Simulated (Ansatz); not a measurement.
**WO (nonet): from Hartree-Fock to the top rungs, def2-QZVPP**

The task here is to estimate one member of a computed series from the others.

The runs use Ansatz 0.2.0, Gaussian basis; def2-QZVPP, core rule «outside noble gas», up to 5 orbitals frozen.

To be run: UHF; ROHF; CCSD(T) on UHF.

## The geometry

The geometry is a PBE0/def2-TZVP stationary point (not a proven minimum) of the parent state, kept for this charge and spin. No spin-orbit coupling is included. Elements past krypton take def2 core potentials.

2 atoms, charge 0, spin multiplicity 9.

Atoms are counted from 1 here; the program's logs count them from 0.

Bond lengths: W1–O2 1.995 Å.

The first run:

Input file in.yaml:

```yaml
crystal:
  periodic: [false, false, false]
  atoms:
    - {symbol: W, position_ang: [0.000000, 0.000000, 0.000000]}
    - {symbol: O, position_ang: [0.000000, 0.000000, 1.994600]}
basis:
  gaussian: {orbitals: "def2-QZVPP.json"}
magnetization: {spin_polarized: true, initial_magnetization: 8}
hamiltonian: {xc: hf}
output: {orbitals: {seedname: orbitals}}
```

Command:

```
> ansatz run in.yaml --threads 1 --pin off --events-out ev --progress --plain --max-ram 4096MiB --backend cpu
```

Steps of the session up to this table: UHF; ROHF; CCSD(T) on UHF.

One of the session's tables, all rows but one given; the rest of the session is left out.

| method | from UCCSD(T) (kcal/mol) |
| --- | --- |
| ROHF | +178.32 |
| UHF | ? |
| UMP2 | +18.85 |
| UCCSD | +4.66 |
| UCCSD(T) | 0 |

**Question.** Estimate the row for UHF.

**Answer.** from UCCSD(T) (kcal/mol): +171.25. In the column «from UCCSD(T) (kcal/mol)» it lies between UMP2 (+18.85) and ROHF (+178.32).
